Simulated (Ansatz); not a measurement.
**ClF3H2O2W: a dynamics run in two tries**

The task is a short trajectory.

All numbers below are computed with Ansatz 0.2.0 (RHF/def2-SVP).

## Step 1: The system as given

Bond lengths: W1–Cl2 2.330 Å, W1–O3 1.846 Å, O3–H4 0.915 Å, W1–F5 1.810 Å, W1–O6 1.839 Å, O6–H7 0.945 Å, W1–F8 1.862 Å, W1–F9 1.829 Å. Angles (14 of 17 angles, heavy atoms first): Cl2–W1–O3 87.6°, Cl2–W1–F5 92.8°, Cl2–W1–O6 86.4°, Cl2–W1–F8 87.8°, Cl2–W1–F9 169.5°, O3–W1–F5 89.5°, O3–W1–O6 172.5°, O3–W1–F8 85.6°, O3–W1–F9 100.0°, F5–W1–O6 86.2°, F5–W1–F8 175.0°, F5–W1–F9 94.4°, O6–W1–F8 98.8°, O6–W1–F9 86.5°.

Coordinates:

```xyz
9

W    -0.0104   -0.0925   -0.0902
Cl    0.1082   -0.2693    2.2303
O     1.8306   -0.2195   -0.1170
H     2.5595   -0.7715   -0.0832
F     0.1306    1.7113   -0.0502
O    -1.8167    0.1652    0.1380
H    -2.6626    0.4034    0.4866
F     0.0035   -1.9526   -0.1625
F    -0.3604   -0.1665   -1.8842
```

## Step 2: First try

File input.yaml:

```yaml
crystal:
  periodic: [false, false, false]
  atoms:
    - { symbol: W, position_ang: [-0.010383, -0.092513, -0.090217] }
    - { symbol: Cl, position_ang: [0.108182, -0.269271, 2.230315] }
    - { symbol: O, position_ang: [1.830609, -0.219497, -0.116994] }
    - { symbol: H, position_ang: [2.559464, -0.771503, -0.083155] }
    - { symbol: F, position_ang: [0.130551, 1.711316, -0.050184] }
    - { symbol: O, position_ang: [-1.816696, 0.165248, 0.137976] }
    - { symbol: H, position_ang: [-2.662586, 0.403438, 0.486647] }
    - { symbol: F, position_ang: [0.00351, -1.952648, -0.162458] }
    - { symbol: F, position_ang: [-0.360429, -0.166498, -1.884168] }
basis:
  gaussian: { orbitals: def2-SVP }
hamiltonian:
  xc: hf
md:
  timestep: 0.5
  n_steps: 25
  ensemble: nve
  temperature: 300.0
  initial_velocities: maxwell_boltzmann
  seed: 910702
  friction: 0.05
  temperature_schedule: [{ n_steps: 10, end_temperature: 100.0 }]
```

The run is started by

```sh
> ansatz run input.yaml --threads 4 --pin off --max-ram 5120MiB --backend cpu --events-out ev --progress --plain --runs-dir out
```

Q: Predict the outcome of this session. Wanted: first try.

**Answer**, as computed:

| quantity | value |
| --- | --- |
| first try | refused |
| cause | a temperature schedule needs a thermostat, and a run at constant energy has none |

In words: The fault in the first input was caught at the input check and cost nothing.
